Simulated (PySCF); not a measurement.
# CoH4N2 (Co(NH2)2): the cost of one run

The runs use PySCF 2.14.0, with density-fitted response routines of our own; the level of theory stands in each step. All values are computed, except where a source is named. Atoms count from 0, in the outputs and in this text.

### 1 The molecule as given

7 atoms, charge 0, multiplicity 4; geometry from: GFN2-xTB. The atoms were then displaced at random by about 0.03 Å, so the start is not that level's minimum.

Bonds of the start (Å): Co0–N1 1.75, Co0–N4 1.81, N1–H2 1.01, N1–H3 1.00, N4–H5 1.00, N4–H6 0.97.

### 2 Optimising the geometry at PBE0-D3(BJ)/def2-SVP

Job settings and geometry (Å):

```
{"job": {"xc": "PBE0", "basis": "def2-SVP", "d3": "d3bj", "grid": 1, "maxiter": 40, "shake": 0.03, "kind": "geom"}, "charge": 0, "multiplicity": 4}
Co     0.064790    -0.078810     0.012840
N     -0.011740    -0.031270     1.756350
H     -0.002550     0.779620     2.352660
H      0.040750    -0.818910     2.362430
N     -0.010390    -0.005160    -1.793700
H      0.790910    -0.020590    -2.385260
H     -0.779910     0.073100    -2.373870
```

Command:

```console
$ OMP_NUM_THREADS=1 python probes_run.py task.json out
```

One launch serves the whole session: the jobs run in the order shown.

**Question.** How long does this first job take on 1 thread of Arm Neoverse V1, shared host, and how much memory does it need?

About 78 s, with a peak of 0.33 GiB.
